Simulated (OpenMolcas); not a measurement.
**Co²⁺ among point charges: CASSCF and CASPT2 levels and susceptibility**

How does a field of 6 point charges split the states of Co²⁺, and what χT follows?

Program: OpenMolcas 26.06. Level of theory: state-averaged CASSCF and CASPT2, spin-orbit coupling by RASSI with atomic mean-field integrals. These are calculated values, not measurements, unless marked.

## Step 1: The atom as given

```
Species                           : Co²⁺ (cobalt, Z = 27, 25 electrons)
Basis                             : ANO-RCC-VDZP [5s4p2d1f], 34 functions
Scalar Hamiltonian                : DKH2, point nucleus
Inactive shells                   : 1s 2s 2p 3s 3p
Active space                      : 7 electrons in 5 orbitals (3d)
Some configurations of this space : 3d⁷
Orbitals                          : optimised for each spin and parity, averaged over all roots
```

The outer shells:

3d7
```
3d [↑↓][↑↓][↑ ][↑ ][↑ ]
```

The ion sits among 6 point charges of -1 e arranged as an octahedron (Oh), 1.5 Å from the ion.

The work runs as a chain of OpenMolcas steps in one folder; each step below is one input file. Labels, J, g values, rates, χT and fits are worked out afterwards by a script from the matrices that RASSI stores. The input lists half of the charges; inversion (Group=XYZ) makes the rest.

## Step 2: Basis and integrals

Contents of a.inp:

```
&GATEWAY
Coord
1

Co 0.0 0.0 0.0
Basis=ANO-RCC-VDZP
Group=XYZ
NoMove
AngMom=0.0 0.0 0.0
AMFI
XField
3 Angstrom 0
1.500000 0.000000 0.000000 -1.000000
0.000000 1.500000 0.000000 -1.000000
0.000000 0.000000 1.500000 -1.000000
&SEWARD
```

Run with:

```
OMP_NUM_THREADS=1 MOLCAS_MEM=1689 MOLCAS_PROJECT=a pymolcas a.inp > a.log
```

## Step 3: Reference wave functions, quartets of even parity, 10 roots

Contents of a.inp:

```
&RASSCF
FileOrb=start.orb
Symmetry=1
Spin=4
nActEl=7 0 0
Inactive=3 6
Ras2=5 0
CIRoot=10 10 1
SDav=10
CIMx=300
Iter=120 100
PrWF=0.3
OrbListing=Nothing
MaxOrb=0
>>> COPY $Project.JobIph JOB001
```

start.orb holds the contracted functions of the basis, ordered by shell, or the orbitals of the step before.

## Step 4: Reference wave functions, doublets of even parity, 40 roots

Contents of a.inp:

```
&RASSCF
FileOrb=start.orb
Symmetry=1
Spin=2
nActEl=7 0 0
Inactive=3 6
Ras2=5 0
CIRoot=40 40 1
SDav=40
CIMx=300
Iter=120 100
PrWF=0.3
OrbListing=Nothing
MaxOrb=0
>>> COPY $Project.JobIph JOB002
```

## Step 5: RASSI: spin-orbit coupling between the states

Contents of a.inp:

```
&RASSI
NrOfJobIphs=2 10 40
1 2 3 4 5 6 7 8 9 10
1 2 3 4 5 6 7 8 9 10 11 12 13 14 15 16 17 18 19 20 21 22 23 24 25 26 27
28 29 30 31 32 33 34 35 36 37 38 39 40
IphNames
JOB001
JOB002
EJob
SpinOrbit
DIPRint=1.0
SOCoupling=1000.0
Subsets=2
Property=9
'ANGMOM' 1 'ANGMOM' 2 'ANGMOM' 3 'MLTPL  1' 1 'MLTPL  1' 2 'MLTPL  1' 3
'AMFI' 1 'AMFI' 2 'AMFI' 3
SOProperty=3
'ANGMOM' 1 'ANGMOM' 2 'ANGMOM' 3
```

## Step 6: CASPT2: IPEA 0.25, imaginary shift 0.1 (closed shells correlated: 3s 3p)

Contents of a.inp:

```
>>> COPY JOB001 $Project.JobIph
&CASPT2
Multistate=10 1 2 3 4 5 6 7 8 9 10
NoMult
Frozen=2 3
IPEA=0.25
Imaginary=0.1
MaxIter=60
WThr=0.0 0.3 0.05
PrWF=0.5
NoMix
>>> COPY JOB002 $Project.JobIph
&CASPT2
Multistate=40 1 2 3 4 5 6 7 8 9 10 11 12 13 14 15 16 17 18 19 20 21 22
23 24 25 26 27 28 29 30 31 32 33 34 35 36 37 38 39 40
NoMult
Frozen=2 3
IPEA=0.25
Imaginary=0.1
MaxIter=60
WThr=0.0 0.3 0.05
PrWF=0.5
NoMix
```

(Steps that only read results are left out.)

Q: Predict the outcome of this session. Wanted: spin-free ground state; first state of the same spin within the active space; lowest level; next level.

The runs gave:

```
                                            quantity                                                                        value
                                              method  SS-CASPT2, IPEA 0.25, imaginary shift 0.1 (closed shells correlated: 3s 3p)
                              spin-free ground state                                              4T1, 3-fold in its orbital part
first state of the same spin within the active space                                                             4T2 at 8600 cm⁻¹
                                        lowest level                                              2-fold Γ6, g = 4.45, 4.45, 4.45
                                          next level                                                                   363.0 cm⁻¹
                                         χT at 300 K                                                               3.57 cm³ K/mol
                           effective moment at 300 K                                                                      5.34 μB
```

Cost by method:

| method | time of its own steps | time with the reference |
| --- | --- | --- |
| A. CASSCF | 10 s | 10 s |
| B. SS-CASPT2, IPEA 0.25, imaginary shift 0.1, +3s 3p | 3.6 s | 14 s |

Times are of one thread on a shared host.

What this shows: The spin-free ground state (4T1) comes to 98 % from free-ion F terms and keeps the highest spin of the shell. χT at 300 K is 3.57, against 1.88 cm³ K/mol for the spin alone, so orbital moment adds to it. An active space of the d shell alone favours high spin; real ions in strong fields can be low spin. A ligand-field fit to the states below 45000 cm-1 gives 10Dq = 8781 cm-1, B = 1028 cm-1 and C = 4172 cm-1 (C/B = 4.06), with a deviation of 769 cm-1. CASPT2 does not keep the components of a term degenerate, and the means are used. The field of point charges can differ much from that of real complexes. With metal d orbitals alone active, the gaps between spin states are rough; where two lie within a few thousand cm-1, their order is open. Point charges carry no covalency, so the field is a model and not that of real ligands.
